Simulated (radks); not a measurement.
**Tc⁺ in [Kr] 4d5 5d1: an all-electron calculation**

Aim: the levels, the sizes of the orbitals and the parts of the energy of the technetium ion Tc+.

The numbers are computed with radks (a radial shooting solver on a logarithmic mesh, Libxc functionals) version 1 (Dirac Kohn-Sham, revPBE, spin-unpolarised, spherical densities, point nucleus; open shells are shared between the two j in proportion to 2j + 1), except any that are marked as measured or tabulated.

### Step 1. Starting point

```
element       : technetium (Z = 43)
charge        : +1
electrons     : 42
configuration : [Kr] 4d5 5d1
```

The outer shells:

Tc⁺
```
[Kr] core
4d [↑ ][↑ ][↑ ][↑ ][↑ ]
5d [↑ ][  ][  ][  ][  ]
```

### Step 2. The run

Settings of this run:

```text
Z 43
configuration [Kr] 4d5 5d1
relativity Dirac
functional pbe_r,pbe
spin unpolarised
j_filling average
nucleus point
c 137.035999084
```

The run is started by

```sh
$ python run_ks.py task.json out
```

This one command runs every case of the session in turn.

**Question.** What will this run give?

As calculated:

```
                        quantity                   value
                    total energy     -4285.83927 hartree
exchange-correlation share of it                  3.00 %
                            −T/E                  1.0388
          highest occupied level        5d5/2, -3.978 eV
    most extended occupied level  5d5/2, <r> = 6.26 bohr
 radius at density 0.001 e/bohr³               3.96 bohr
    maxima of the radial density                       5
```

What this shows: The radial density shows 5 maxima for 5 occupied principal shells. −T/E is 1.039: with relativity the kinetic term as defined here no longer equals −E. This is not the tabulated ground configuration, so its levels and sizes aren't those of the ground state, and no measured value stands beside it.
